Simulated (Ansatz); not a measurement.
# C₂H₇AlSi: a ladder of functionals and wavefunction methods

Aim: compute C₂H₇AlSi with functionals from several rungs and with coupled cluster. The yardstick is the atomisation energy at the CCSD(T) limit.

The runs use Ansatz 0.2.0, Gaussian basis; functionals in def2-TZVPP, the program's frozen cores in correlated methods.

Levels to be run: LDA (SPW92), PBE-D4, revPBE-D4, BLYP-D4, r2SCAN-D4, B97M-V, PBE0-D4, B3LYP-D4, r2SCANh-D4, r2SCAN0-D4, HSE06-D4, BHLYP-D4, CAM-B3LYP-D4, LC-ωPBE, ωB97X-V, ωB97M-V, B2PLYP, PBE-QIDH; CCSD(T)/def2-SVP; CCSD(T)/def2-TZVPP; MP2/def2-QZVPP; extrapolation to the limit; RPA on PBE.

### 1 The geometry

An earlier PBE0-D4 in a triple-zeta def2 set relaxation fixed the geometry.

11 atoms, charge 0, spin multiplicity 1.

Atoms are counted from 1 here; the program's logs count them from 0.

Bond lengths: Si1–C2 1.799 Å, Si1–Al4 2.551 Å, Si1–H5 1.482 Å, Si1–H6 1.492 Å, Si1–H7 1.613 Å, C2–C3 1.542 Å, C2–Al4 1.979 Å, C2–H8 1.084 Å, C3–Al4 1.931 Å, C3–H9 1.089 Å, C3–H10 1.090 Å, Al4–H7 1.857 Å, Al4–H11 1.570 Å. Angles: C2–Si1–Al4 50.6°, C2–Si1–H5 117.0°, C2–Si1–H6 124.4°, C2–Si1–H7 95.9°, Al4–Si1–H5 115.0°, Al4–Si1–H6 128.3°, Al4–Si1–H7 46.5°, H5–Si1–H6 110.0°, H5–Si1–H7 107.4°, H6–Si1–H7 96.9°, Si1–C2–C3 112.9°, Si1–C2–Al4 84.8°, Si1–C2–H8 122.5°, C3–C2–Al4 65.1°, C3–C2–H8 121.3°, Al4–C2–H8 133.8°, C2–C3–Al4 68.4°, C2–C3–H9 118.4° and more.

As a file:

```xyz
11
charge 0, multiplicity 1
Si   -0.5228    1.0559   -0.8133
C    -0.7348   -0.1416    0.5121
C     0.5521   -0.3651    1.3314
Al    0.6810   -1.1592   -0.4240
H    -1.5286    1.0404   -1.9020
H     0.0016    2.4396   -0.6222
H     0.8347    0.4125   -1.4007
H    -1.7083   -0.4039    0.9100
H     1.0989    0.5072    1.6852
H     0.4195   -1.0845    2.1395
H     0.9719   -2.3583   -1.3955
```

### 2 LDA

This LDA is Slater exchange with PW92 correlation.

in.yaml reads:

```yaml
crystal:
  periodic: [false, false, false]
  atoms:
    - {symbol: Si, position_ang: [-0.522760, 1.055862, -0.813276]}
    - {symbol: C, position_ang: [-0.734769, -0.141622, 0.512078]}
    - {symbol: C, position_ang: [0.552116, -0.365052, 1.331362]}
    - {symbol: Al, position_ang: [0.681042, -1.159174, -0.423963]}
    - {symbol: H, position_ang: [-1.528631, 1.040408, -1.902033]}
    - {symbol: H, position_ang: [0.001632, 2.439631, -0.622204]}
    - {symbol: H, position_ang: [0.834734, 0.412524, -1.400747]}
    - {symbol: H, position_ang: [-1.708319, -0.403940, 0.909995]}
    - {symbol: H, position_ang: [1.098878, 0.507250, 1.685249]}
    - {symbol: H, position_ang: [0.419530, -1.084455, 2.139490]}
    - {symbol: H, position_ang: [0.971948, -2.358333, -1.395453]}
basis:
  gaussian: {orbitals: def2-TZVPP}
hamiltonian: {xc: lda}
output: {orbitals: {seedname: orbitals}}
```

Run with:

```bash
ansatz run in.yaml --threads 2 --pin off --events-out ev --progress --plain --max-ram 4352MiB
```

Further steps of the session: PBE-D4 (GGA); revPBE-D4 (GGA); BLYP-D4 (GGA); r2SCAN-D4 (meta-GGA); B97M-V (meta-GGA); B3LYP-D4 (hybrid); r2SCANh-D4 (hybrid); r2SCAN0-D4 (hybrid); HSE06-D4 (hybrid); BHLYP-D4 (hybrid); CAM-B3LYP-D4 (range-separated); LC-ωPBE (range-separated); ωB97X-V (range-separated); ωB97M-V (range-separated); B2PLYP (double hybrid); PBE-QIDH (double hybrid); CCSD(T) in def2-SVP; CCSD(T) in def2-TZVPP; MP2 in def2-QZVPP; RPA on PBE orbitals.

**Question.** What will the summary of the whole plan be? Wanted: atomisation energy, CCSD(T)/CBS; farthest beyond LDA; mean size of error, GGA; mean size of error, meta-GGA; mean size of error, hybrid; mean size of error, range-separated; mean size of error, double hybrid; gap, smallest and largest; T1 diagnostic.

**Answer**, as computed:

```
                               quantity                                                                                                   value
        atomisation energy, CCSD(T)/CBS                                                                                           3628.3 kJ/mol
 functionals within 18.1 kJ/mol (0.5 %)  PBE0-D4, B3LYP-D4, r2SCANh-D4, r2SCAN0-D4, HSE06-D4, CAM-B3LYP-D4, LC-ωPBE, ωB97X-V, ωB97M-V, PBE-QIDH
                    farthest beyond LDA                                                                                 BHLYP-D4 (-80.5 kJ/mol)
                mean size of error, GGA                                                                                             38.9 kJ/mol
           mean size of error, meta-GGA                                                                                             31.4 kJ/mol
             mean size of error, hybrid                                                                                             19.8 kJ/mol
    mean size of error, range-separated                                                                                             10.3 kJ/mol
      mean size of error, double hybrid                                                                                             34.5 kJ/mol
              gap, smallest and largest                                                                3.30 eV (LDA (SPW92)), 9.73 eV (LC-ωPBE)
                          T1 diagnostic                                                                                                  0.0127
triples share of the correlation energy                                                                                                   4.2 %
```

The LDA atomisation energy is off by 463.2 kJ/mol (13 %): it overbinds. PBE-D4 misses by +29.8 kJ/mol. Double hybrids carry the basis error of their MP2 part in triple zeta, and no dispersion term here, so their miss is partly the set-up's. By mean error the best rung here is range-separated (10.3 kJ/mol) and the worst beyond LDA is GGA (38.9 kJ/mol). The reference freezes the cores and leaves out relativity and excitations past (T), so misses under about 18.1 kJ/mol can't be ranked. Hartree-Fock recovers 74 % of the binding; the rest is correlation. CCSD(T) in def2-SVP is off by -199.2 kJ/mol, which most functionals beat. The gap grows from 3.3 to 9.7 eV across the functionals, mostly with the share of exact exchange.
